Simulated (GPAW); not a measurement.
# AgRh (P-6m2) in GPAW: equation of state with r2SCAN

Aim: the equation of state of AgRh with r2SCAN.

Program: GPAW 26.7.0. These are calculated values, not measurements. Logs are shortened: lines on timing, memory, paths and dates and some standing lists are left out, and cuts for length are marked. The log counts tension as positive stress, the text compression.

## Step 1: The crystal as given

Symmetry: P-6m2, No. 187, hexagonal system. The conventional cell has a = 2.778 Å, b = 2.778 Å, c = 4.809 Å, α = 90.00°, β = 90.00°, γ = 120.00°. Ag (site symmetry -6m2) is surrounded by 6 Ag at 2.78 Å and 6 Rh at 2.89 Å. Rh (site symmetry -6m2) has 6 Rh at 2.78 Å and 6 Ag at 2.89 Å as nearest neighbours.

The cell comes from a database or a generator and needn't be the stable form of this composition.

## Step 2: Equation of state, r2SCAN

run.py

```python
from ase import Atoms
from ase.eos import EquationOfState
from ase.io import Trajectory
from ase.units import GPa
from ase.parallel import parprint
from gpaw import GPAW, PW

atoms = Atoms(['Ag', 'Rh'],
              cell=[[2.7775881998, 0.0, 0.0],
                    [-1.3887940999, 2.4054619423, 0.0],
                    [0.0, 0.0, 4.808602]],
              scaled_positions=[[0.0, 0.0, 0.5],
                                [0.6666666667, 0.3333333333, 0.0]],
              pbc=True)

traj = Trajectory('eos.traj', 'w')
volumes, energies = [], []
for x in [0.94, 0.96, 0.98, 1.0, 1.02, 1.04, 1.06]:
    a = atoms.copy()
    a.set_cell(atoms.cell * x**(1 / 3), scale_atoms=True)
    calc = GPAW(mode=PW(600),
                xc='MGGA_X_R2SCAN+MGGA_C_R2SCAN',
                kpts={'size': (9, 9, 5), 'gamma': True},
                occupations={'name': 'fermi-dirac', 'width': 0.05},
                nbands=29,
                convergence={'density': 1e-05, 'energy': 1e-05},
                maxiter=150,
                txt=f'eos-{x:.2f}.txt')
    a.calc = calc
    energies.append(a.get_potential_energy(force_consistent=True))
    volumes.append(a.get_volume())
    p = -a.get_stress()[:3].mean() / GPa
    calc.write(f'eos-{x:.2f}.gpw')
    traj.write(a)
    parprint(f'{x:.2f} {volumes[-1]:10.4f} A^3 {energies[-1]:14.6f} eV {p:9.3f} GPa', flush=True)

v0, e0, B = EquationOfState(volumes, energies, eos='birchmurnaghan').fit()
parprint(f'V0 = {v0:.4f} A^3, E0 = {e0:.6f} eV, B0 = {B / GPa:.2f} GPa')
```

Potentials or basis: GPAW PAW data sets (gpaw-data 1.2.1), pw.

Launch:

```sh
OMP_NUM_THREADS=1 mpirun -n 4 gpaw python run.py
```

The program printed:

```text
__  _  _
 | _ |_)|_||  |
 |__||  | ||/\| - 26.7.0

Input parameters:
  mode=PW(ecut=600.0),
  convergence={'density': 1e-05, 'energy': 1e-05},
  kpts=MonkhorstPack(size=(9, 9, 5), gamma=True),
  maxiter=150,
  nbands=29,
  occupations=Occupations(name='fermi-dirac', width=0.05),
  xc=XC(name='MGGA_X_R2SCAN+MGGA_C_R2SCAN')

Diagonalizing LCAO Hamiltonian
Converting LCAO to pw mode

       Ag

           Rh

Atoms  # Å, Bohr magnetons
|   | symbol |        x |        y |        z |    initial magnetic moments |
|---|--------|----------|----------|----------|-----------------------------|
| 0 |     Ag | 0.000000 | 0.000000 | 2.371806 | ( 0.0000,  0.0000,  0.0000) |
| 1 |     Rh | 1.370024 | 0.790984 | 0.000000 | ( 0.0000,  0.0000,  0.0000) |

Unit cell  # Å
| periodic |         x |        y |        z |  lengths |     angles |
|----------|-----------|----------|----------|----------|------------|
|      yes |  2.740049 | 0.000000 | 0.000000 | 2.740049 |  90.000000 |
|      yes | -1.370024 | 2.372952 | 0.000000 | 2.740049 |  90.000000 |
|      yes |  0.000000 | 0.000000 | 4.743613 | 4.743613 | 120.000000 |

Number of symmetries: 12
Symmetry operations  # r_c * U_cc + t_c -> r_c
|    | kind |            matrix            |
|----|------|------------------------------|
|  0 |  σ   |  1, 1, 0,  0,-1, 0,  0, 0, 1 |
|  1 |  C2  |  1, 1, 0,  0,-1, 0,  0, 0,-1 |
|  2 |  E   |  1, 0, 0,  0, 1, 0,  0, 0, 1 |
|  3 |  σ   |  1, 0, 0,  0, 1, 0,  0, 0,-1 |
|  4 |  C3  |  0, 1, 0, -1,-1, 0,  0, 0, 1 |
|  5 |  S3  |  0, 1, 0, -1,-1, 0,  0, 0,-1 |
|  6 |  σ   |  0,-1, 0, -1, 0, 0,  0, 0, 1 |
|  7 |  C2  |  0,-1, 0, -1, 0, 0,  0, 0,-1 |
|  8 |  σ   | -1, 0, 0,  1, 1, 0,  0, 0, 1 |
|  9 |  C2  | -1, 0, 0,  1, 1, 0,  0, 0,-1 |
| 10 |  C3  | -1,-1, 0,  1, 0, 0,  0, 0, 1 |
| 11 |  S3  | -1,-1, 0,  1, 0, 0,  0, 0,-1 |

BZ-sampling:
  Number of BZ points: 405
  Number of IBZ points: 36

  Monkhorst-Pack size: [9, 9, 5]
  Monkhorst-Pack shift: [0, 0, 0]

K-points  # in reciprocal-cell coordinates
|     |                                coordinates |     weight |
|-----|--------------------------------------------|------------|
|   0 | (  0.00000000,   0.00000000,   0.00000000) | 0.00246914 |
|   1 | (  0.00000000,   0.00000000,   0.20000000) | 0.00493827 |
|   2 | (  0.00000000,   0.00000000,   0.40000000) | 0.00493827 |
|   3 | (  0.11111111,   0.00000000,   0.00000000) | 0.01481481 |
|   4 | (  0.11111111,   0.00000000,   0.20000000) | 0.02962963 |
|   5 | (  0.11111111,   0.00000000,   0.40000000) | 0.02962963 |
|   6 | (  0.22222222,  -0.11111111,   0.00000000) | 0.01481481 |
|   7 | (  0.22222222,  -0.11111111,   0.20000000) | 0.02962963 |
|   8 | (  0.22222222,  -0.11111111,   0.40000000) | 0.02962963 |
|   9 | (  0.22222222,   0.00000000,   0.00000000) | 0.01481481 |
| ... |                                            |            |
|  35 | (  0.44444444,   0.44444444,   0.40000000) | 0.02962963 |

Plane wave coefficients: 1051
Cutoff: 600.0 eV

Spin-components: 1 (collinear spins)
Bands:           29
Projectors:      12
Spin-degeneracy: 2
Datatype:        complex128

Parallelization:
  kpt:    4
  domain: 1
  band:   1

Density:
  Valence electrons: 32.0
  Components: 1
  Grid points: [16 16 27]
  Charge: 0.0  # |e|

Potential:
  Grid points: [16 16 27]

species:
  Ag:
    name:    Silver
    Z:       47.0
    valence: 17
    core:    30
    charge:  0.0  # [|e|]
    compensation charges:
      type: gauss
      rc: 0.40  # [Å]
      lmax: 2
    cutoffs:
      filter: 2.35  # [Å]
      core: 2.19  # [Å]
    projectors
    | kind |    occ | energy [eV] | rcut [Å] |
    |------|--------|-------------|----------|
    |   5s |  1.000 |      -4.401 |    1.286 |
    |   4p |  6.000 |     -58.577 |    1.328 |
    |   5p |  0.000 |      -0.738 |    1.328 |
    |   4d | 10.000 |      -7.446 |    1.180 |
    |    s |        |      22.811 |    1.286 |
    |    d |        |      19.766 |    1.180 |

    Using partial waves for Ag as LCAO basis

  Rh:
    name:    Rhodium
    Z:       45.0
    valence: 15
    core:    30
    charge:  0.0  # [|e|]
    compensation charges:
      type: gauss
      rc: 0.38  # [Å]
      lmax: 2
    cutoffs:
      filter: 2.48  # [Å]
      core: 2.35  # [Å]
    projectors
    | kind |    occ | energy [eV] | rcut [Å] |
    |------|--------|-------------|----------|
    |   5s |  1.000 |      -4.297 |    1.270 |
    |   4p |  6.000 |     -50.429 |    1.381 |
    |   5p |  0.000 |      -0.852 |    1.381 |
    |   4d |  8.000 |      -5.942 |    1.244 |
    |    s |        |      22.915 |    1.270 |
    |    d |        |      21.270 |    1.244 |

    Using partial waves for Rh as LCAO basis

Reference energy: -274732.473354  # eV

eigensolver:
  PPCG
  Converge bands: occupied
  niter=2

density mixing:
  MSR1-Mixer
  Pratt-step length: 0.05
  Maximum mixing coefficient: 0.75
  Old densities: 10
  SVD Regularization: 0.005
  Good broyden scale: 1.0
  Trust region scale: 1.0
  Backstep threshold: 4.0
  History deletion threshold: 6.0
  Fourier metric: weight=20.0, sigma=0.015

occupation numbers:
  Fermi-Dirac:
    width: 0.0500  # eV

poisson solver:
  ecut: 4800.0  # eV

xc functional:
  name: MGGA_X_R2SCAN+MGGA_C_R2SCAN with 2 nearest neighbor stencil

convergence criteria:
- Maximum integral of absolute [dens]ity change: 1e-05 electrons / valence electron
- Maximum [total energy] change in last 3 cyles: 1e-05 eV / valence electron
- Maximum integral of absolute [eigenst]ate change: 4e-08 eV^2 / valence electron
maximum number of iterations: 150

SCF iterations
|iter     | |      energy | eigst |  dens |
|---------|-|-------------|-------|-------|
|iter:   1| |  -43.504135 | -0.04 |       |
|iter:   2| |  -36.010699 | -1.62 | -1.21 |
|iter:   3| |  -35.845483 | -3.08 | -1.39 |
|iter:   4| |  -35.794137 | -3.58 | -1.51 |
|iter:   5| |  -35.722607 | -2.90 | -1.62 |
|iter:   6| |  -35.723645 | -3.11 | -2.03 |
|iter:   7| |  -35.723715 | -4.47 | -2.44 |
|iter:   8| |  -35.724215 | -4.24 | -2.64 |
|iter:   9| |  -35.724279 | -6.23 | -3.47 |
|iter:  10| |  -35.724275c| -7.14 | -3.93 |
|iter:  11| |  -35.724277c| -7.93c| -3.93 |
|iter:  12| |  -35.724276c| -7.89c| -4.22 |
|iter:  13| |  -35.724277c| -7.77c| -5.13c|

Converged in 13 steps
Energy contributions relative to reference atoms: (reference = -274732.473354)

Energy contributions:
  Kinetic:           4.700610
  Coulomb:          -6.349784
  Zero:             -0.027467
  External:          0.000000
  Xc:              -34.035576
  Entropy:          -0.024120
  Spinorbit:         0.000000
  ----------------------------
  Free energy:     -35.736337
  Extrapolated:    -35.724277

dipole moment: (-1.350478, -9.073392, -14.168390)  # |e|*Ang

Fermi level: 9.231
Eigenvalues  # (at kpt = [0.000, 0.000, 0.000])
| band index |      eig [eV] | occ [0-2] |
|------------|---------------|-----------|
|          0 |       -47.630 |     2.000 |
|        ... |               |           |
|          7 |         2.976 |     2.000 |
|          8 |         4.535 |     2.000 |
|          9 |         4.535 |     2.000 |
|         10 |         5.664 |     2.000 |
|         11 |         5.834 |     2.000 |
|         12 |         5.834 |     2.000 |
[... 8 lines left out ...]
|         21 |        29.302 |     0.000 |
|         22 |        32.492 |     0.000 |
|        ... |               |           |
|         28 |        35.650 |     0.000 |

No gap
No difference between direct/indirect transitions

Stress tensor  # eV/Ang^3
|         x |         y |         z |
|-----------|-----------|-----------|
| -0.011687 | -0.000000 |  0.000000 |
| -0.000000 | -0.011687 |  0.000000 |
|  0.000000 |  0.000000 | -0.010509 |

# Writing to eos-0.96.gpw (mode='')
```

Wall time 4.5 min (4 MPI ranks of AMD EPYC 7R43 (Zen 3), shared host); peak memory 0.68 GiB.

Results:

```yaml
Equilibrium_volume: "15.58 Å³/atom (rough: see the caveat)"
Bulk_modulus_at_fixed_shape_and_positions: 171 GPa (rough)
```

Energy against volume, from the lowest point:
| volume (Å³/atom) | energy (meV/atom) |
| --- | --- |
| 15.100 | 7.76 |
| 15.421 | 0.07 |
| 15.743 | 0.00 |
| 16.064 | 6.53 |
| 16.385 | 18.93 |
| 16.707 | 36.41 |
| 17.028 | 58.33 |

Caveat: the points scatter about the fit; the cell was scaled at fixed shape and fractional positions, which overstates the stiffness of a crystal with free parameters, most of all of layers and chains; the PAW data sets were made with another functional, which shifts forces and pressure a little.
